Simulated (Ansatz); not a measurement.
# CaBr (SMILES [Ca][Br]) at 3 levels

Aim: a comparison of 3 runs (U-r2SCAN0/STO-3G, UBLYP/STO-3G, UCAM-B3LYP/STO-3G) of CaBr. 

The results are computed with Ansatz 0.2.0.

42 further runs of the same task are left out: 11 that didn't finish, 31 set aside as unsound or not needed.

## 1. The structure to begin with

CaBr has 2 atoms, charge 0, and is taken as a doublet. SMILES: `[Ca][Br]`. The Br2–Ca1 distance was set to 6.489 Å, away from the relaxed value.

## 2. A single-point energy at U-r2SCAN0/STO-3G (run 1)

input.yaml reads:

```yaml
crystal:
  periodic: [false, false, false]
  atoms:
    - {symbol: Ca, position_ang: [0.000000, -0.000000, -3.874760]}
    - {symbol: Br, position_ang: [-0.000000, 0.000000, 2.614140]}
basis:
  gaussian:
    orbitals: STO-3G
magnetization:
  spin_polarized: true
  initial_magnetization: 1
hamiltonian:
  xc: {name: r2SCAN0}
accuracy: high
```

Command:

```bash
$ ansatz run input.yaml --threads 1 --pin off --max-ram 3480MiB --events-out events.jsonl --progress --plain --runs-dir runs
```

Output:

```text
Warning: RAYON_NUM_THREADS=1 ignored (pool sized by the plan → 1); use --threads N
Functional definition: r2SCAN0
  name "r2SCAN0"
  parameter a = 0.25
  parameter k0 = 0.174
  parameter k1 = 0.065
  parameter a1 = 4.9479
  exchange = (1 - a)*r2scan_x(k0 = k0, k1 = k1, a1 = a1) + a*exact_x
  correlation = r2scan_c
441 factors; integrals over basis functions are off by at most 4.3e-9 eV
mean field evaluation 1: about -87529.6742 eV, gradient 2.9e0 eV
mean field evaluation 2: about -87320.3015 eV, gradient 1.4e1 eV
mean field evaluation 4: about -87534.1392 eV, gradient 1.4e0 eV
mean field evaluation 8: about -87534.1573 eV, gradient 1.4e-1 eV
mean field evaluation 16: about -87534.1576 eV, gradient 4.4e-7 eV
mean field evaluation 32: about -87534.1574 eV, gradient 4.5e-3 eV
mean field evaluation 64: about -87534.0180 eV, gradient 1.0e0 eV
mean field -87534.15802983 eV, -3216.8209748129 hartree, gradient 1.8e-8 eV, S^2 0.750000; 6 other end points of the search recorded, 0 dependent functions left out
reference -87534.15803124 eV, -3216.8209748646 hartree; 28, 27 occupied and 3, 4 virtual orbitals, 441 factors
Total energy: -87534.15803124 eV, -3216.8209748646 hartree
```

Run time: 58 s. Hardware: 1 thread of Arm Neoverse V2, shared host; peak memory 0.31 GiB.

## 3. The energy at UBLYP/STO-3G (run 2)

in.yaml reads:

```yaml
crystal:
  periodic: [false, false, false]
  atoms:
    - {symbol: Ca, position_ang: [0.000000, -0.000000, -3.874760]}
    - {symbol: Br, position_ang: [-0.000000, 0.000000, 2.614140]}
basis:
  gaussian: {orbitals: STO-3G}
magnetization: {spin_polarized: true, initial_magnetization: 1}
hamiltonian: {xc: {name: BLYP}}
accuracy: high
```

Command:

```bash
$ ansatz run in.yaml --threads 1 --pin off --max-ram 3480MiB --events-out events.jsonl --progress --plain --runs-dir runs
```

Output:

```text
Warning: RAYON_NUM_THREADS=1 ignored (pool sized by the plan → 1); use --threads N
Functional definition: BLYP
  name "BLYP"
  parameter beta = 0.0042
  parameter a = 0.04918
  parameter b = 0.132
  parameter c = 0.2533
  parameter d = 0.349
  exchange = b88_x(beta = beta)
  correlation = lyp_c(a = a, b = b, c = c, d = d)
441 factors; integrals over basis functions are off by at most 4.3e-9 eV
mean field evaluation 1: about -87520.3083 eV, gradient 3.0e0 eV
mean field evaluation 2: about -87313.6823 eV, gradient 1.5e1 eV
mean field evaluation 4: about -87525.5979 eV, gradient 9.5e-1 eV
mean field evaluation 8: about -87525.6127 eV, gradient 5.4e-1 eV
mean field evaluation 16: about -87525.6888 eV, gradient 1.7e-1 eV
mean field evaluation 32: about -87525.6924 eV, gradient 8.8e-8 eV
mean field evaluation 64: about -87525.6924 eV, gradient 4.6e-4 eV
mean field -87525.69241599 eV, -3216.5098692425 hartree, gradient 8.8e-8 eV, S^2 0.750002; 8 other end points of the search recorded, 0 dependent functions left out
reference -87525.69245931 eV, -3216.5098708344 hartree; 28, 27 occupied and 3, 4 virtual orbitals, 441 factors
Total energy: -87525.69245931 eV, -3216.5098708344 hartree
```

It took 11 s on 1 thread of Arm Neoverse V2, shared host; peak memory 0.14 GiB.

## 4. The energy at UCAM-B3LYP/STO-3G (run 3)

molecule.yaml reads:

```yaml
crystal:
  periodic: [false, false, false]
  atoms:
    - {symbol: Ca, position_ang: [0.000000, -0.000000, -3.874760]}
    - {symbol: Br, position_ang: [-0.000000, 0.000000, 2.614140]}
basis:
  gaussian: {orbitals: STO-3G}
magnetization: {spin_polarized: true, initial_magnetization: 1}
hamiltonian: {xc: {name: CAM-B3LYP}}
accuracy: high
```

Command:

```bash
$ ansatz run molecule.yaml --threads 1 --pin off --max-ram 3480MiB --events-out events.jsonl --progress --plain --runs-dir runs
```

Output, cut to the lines that bear on the results:

```text
Warning: RAYON_NUM_THREADS=1 ignored (pool sized by the plan → 1); use --threads N
Functional definition: CAM-B3LYP
  name "CAM-B3LYP"
[...]
441 factors; integrals over basis functions are off by at most 4.3e-9 eV
144 factors; integrals over basis functions are off by at most 1.1e-9 eV
[...]
mean field -87532.21718949 eV, -3216.7496502460 hartree, gradient 1.7e-9 eV, S^2 0.750000; 4 other end points of the search recorded, 0 dependent functions left out
reference -87532.21720494 eV, -3216.7496508137 hartree; 28, 27 occupied and 3, 4 virtual orbitals, 441 factors
Total energy: -87532.21720494 eV, -3216.7496508137 hartree
```

Run time: 23 s. Hardware: 1 thread of Arm Neoverse V2, shared host; peak memory 0.2 GiB.

## 5. The series

```csv
run,level,energy (Eh),⟨S²⟩,wall time
1,U-r2SCAN0/STO-3G,-3216.820975,0.750,58 s
2,UBLYP/STO-3G,-3216.509871,0.750,11 s
3,UCAM-B3LYP/STO-3G,-3216.749651,0.750,23 s
```

## 6. Results

| quantity | value |
| --- | --- |
| run 3: total energy | -3216.74965 Eh |
| run 3: ⟨S²⟩ | 0.750 |

**Reading.** Totals of different functionals can't be ranked against each other. In runs 1, 2, 3 the basis is minimal, so the values are rough. All runs together took 92 s, the longest 58 s.
